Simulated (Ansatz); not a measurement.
K2LiMoCl6, space group Fm-3m, a single point from a YAML input

With Ansatz 0.2.0 through its Python package.

Input file `input.yaml`:
```yaml
crystal:
  lattice:
    - [0.0, 5.034784, 5.034784]
    - [5.034784, 0.0, 5.034784]
    - [5.034784, 5.034784, 0.0]
  atoms:
    - { symbol: K, position: [0.75, 0.75, 0.75] }
    - { symbol: K, position: [0.25, 0.25, 0.25] }
    - { symbol: Li, position: [0.5, 0.5, 0.5] }
    - { symbol: Mo, position: [0.0, 0.0, 0.0] }
    - { symbol: Cl, position: [0.755706, 0.244294, 0.244294] }
    - { symbol: Cl, position: [0.244294, 0.244294, 0.755706] }
    - { symbol: Cl, position: [0.244294, 0.755706, 0.755706] }
    - { symbol: Cl, position: [0.244294, 0.755706, 0.244294] }
    - { symbol: Cl, position: [0.755706, 0.244294, 0.755706] }
    - { symbol: Cl, position: [0.755706, 0.755706, 0.244294] }
kpoints:
  mp_grid: { grid: [4, 4, 4] }
hamiltonian:
  xc: r2scan
scf:
  occupations: { method: cold, width: 0.05 }
output:
  forces: true
  stress: true
```

Typed at the interpreter:
```pycon
>>> import warnings
>>> import ansatz as az
>>> import pandas as pd
>>> import yaml
>>> warnings.simplefilter("ignore", az.DeckWarning)
>>> with open("input.yaml") as handle:
...     tree = yaml.safe_load(handle)
...
>>> print("sections:", list(tree))
sections: ['crystal', 'kpoints', 'hamiltonian', 'scf', 'output']
>>> out = az.Session.from_dict(tree).plan().execute()
>>> report = out.report
>>> {key: value for key, value in report.items() if isinstance(value, (int, float)) and "ev" in key}
{'n_hpsi_unsolved_levels': 160, 'gap_by_band_count_ev': -0.41891649929993235, 'fermi_energy_ev': 4.811073649305222, 'harris_foulkes_ev': -14775.028004845746, 'scf_correction_max_component_ev_ang': 0.0008080603898521812, 'free_energy_ev': -14775.028004853804, 'internal_energy_ev': -14775.02075813683, 'lagrangian_ev': -14775.028004853804, 'energy_sigma0_ev': -14775.02558928148, 'lagrangian_sigma0_ev': -14775.02558928148, 'lagrangian_above_aufbau_ev': -0.005415904663434149, 'entropy_ts_ev': 0.007246716973714893}
>>> report["mixing_algorithm"], report["preconditioner"], report["eigensolver"]
('MSR1', 'LDOS', 'band_cg')
>>> for key in ("converged", "n_iterations", "n_electrons", "n_kpoints", "n_pw", "n_symmetry_ops", "free_energy_ev", "fermi_energy_ev"):
...     print(f"{key:18s} {report[key]}")
...
converged          True
n_iterations       9
n_electrons        77.0
n_kpoints          8
n_pw               6423
n_symmetry_ops     48
free_energy_ev     -14775.028004853804
fermi_energy_ev    4.811073649305222
>>> # forces in eV per angstrom
>>> table = pd.DataFrame(report["forces_ev_ang"], columns=["fx", "fy", "fz"])
>>> table.insert(0, "atom", [site["symbol"] for site in report["lattice"]["sites"]])
>>> table.round(4)
  atom      fx      fy      fz
0    K  0.0000  0.0000  0.0000
1    K  0.0000  0.0000 -0.0000
2   Li  0.0000 -0.0000 -0.0000
3   Mo  0.0000 -0.0000 -0.0000
4   Cl -0.2764 -0.0000  0.0000
5   Cl  0.0000 -0.0000 -0.2764
6   Cl  0.2764  0.0000  0.0000
7   Cl  0.0000 -0.2764  0.0000
8   Cl -0.0000  0.2764  0.0000
9   Cl  0.0000  0.0000  0.2764
```

Notes:
- Absolute energies stand on the zero of these potentials, so only differences at equal settings mean something. A total without «per atom» is that of the cell as typed.
- The cell holds an odd number of electrons and is run without spin, so a magnetic state may lie lower.
- For a metal this k-point mesh is coarse: on a finer one energies can move by several to tens of meV an atom and pressures by half a GPa or more, differences at one mesh by less.
- The zero of the levels is a convention of the potentials, so an absolute Fermi energy is no work function.
- A gap by band count of zero or less means overlapping bands, a metal, and at an odd count of electrons it is no gap at all.
- This cell is a computed structure, which may not be the phase found in nature.
- Levels are Kohn-Sham eigenvalues on this mesh, without spin-orbit coupling.
- Timing: 9.2 s on 1 thread of AMD EPYC 9R45 96-Core Processor (Zen 5), with other jobs on the host, peak memory 1.3 GiB.
